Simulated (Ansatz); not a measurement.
**AlBF2GeH4: basis-set convergence**

An exercise on one series of results from a longer session: the logs are not shown, and one member is left open.

Method: one geometry, several basis sets; program: Ansatz 0.2.0, Gaussian basis.

Levels to be run: PBE0-D4/def2-SVP; ωB97M-V/def2-SVP; PBE0-D4/def2-QZVPP; ωB97M-V/def2-QZVPP; the functionals' def2-TZVPP values are taken from earlier runs.

## The relaxed structure

All runs share one geometry, relaxed beforehand with PBE0-D4 in a triple-zeta def2 set.

SMILES `[BH2][Ge]([F])([F])[AlH2]`, 9 atoms, charge 0, spin multiplicity 1.

Atoms are counted from 1 here; the program's logs count them from 0.

Bond lengths: B1–Ge2 2.069 Å, B1–H6 1.193 Å, B1–H7 1.193 Å, Ge2–F3 1.754 Å, Ge2–F4 1.754 Å, Ge2–Al5 2.522 Å, Al5–H8 1.585 Å, Al5–H9 1.581 Å. Angles: Ge2–B1–H6 120.0°, Ge2–B1–H7 119.9°, H6–B1–H7 119.9°, B1–Ge2–F3 107.5°, B1–Ge2–F4 107.7°, B1–Ge2–Al5 126.3°, F3–Ge2–F4 102.3°, F3–Ge2–Al5 105.6°, F4–Ge2–Al5 105.0°, Ge2–Al5–H8 119.8°, Ge2–Al5–H9 118.0°, H8–Al5–H9 122.2°.

The first run:

The input, in.yaml:

```yaml
crystal:
  periodic: [false, false, false]
  atoms:
    - {symbol: B, position_ang: [-0.253618, 1.117149, -1.705545]}
    - {symbol: Ge, position_ang: [0.581152, -0.064941, -0.226602]}
    - {symbol: F, position_ang: [2.027890, 0.746143, 0.343434]}
    - {symbol: F, position_ang: [1.235032, -1.498900, -0.997196]}
    - {symbol: Al, position_ang: [-0.583683, -0.911956, 1.843818]}
    - {symbol: H, position_ang: [-0.821727, 0.611642, -2.624380]}
    - {symbol: H, position_ang: [-0.237783, 2.305023, -1.597937]}
    - {symbol: H, position_ang: [-2.123727, -0.605065, 2.061870]}
    - {symbol: H, position_ang: [0.264863, -1.745395, 2.885537]}
basis:
  gaussian: {orbitals: def2-SVP}
hamiltonian: {xc: pbe0, dispersion: d4}
output: {orbitals: {seedname: orbitals}}
```

Among the steps run: PBE0-D4 in def2-SVP; ωB97M-V in def2-SVP; PBE0-D4 in def2-QZVPP; ωB97M-V in def2-QZVPP.

One of the session's tables, all rows but one given; the rest of the session is left out.

It belongs to the step «Density functionals: the series». 

```
functional       basis  HOMO (eV)  LUMO (eV)
   PBE0-D4    def2-SVP      -7.48      -2.97
   PBE0-D4  def2-TZVPP          ?          ?
   PBE0-D4  def2-QZVPP      -7.57      -3.06
   ωB97M-V    def2-SVP      -9.42      -0.92
   ωB97M-V  def2-TZVPP      -9.52      -1.08
   ωB97M-V  def2-QZVPP      -9.55      -1.13
```

**Question.** Estimate the row for PBE0-D4, def2-TZVPP.

As computed: HOMO (eV): -7.54; LUMO (eV): -3.03. In the column «HOMO (eV)» it lies between PBE0-D4, def2-QZVPP (-7.57) and PBE0-D4, def2-SVP (-7.48).
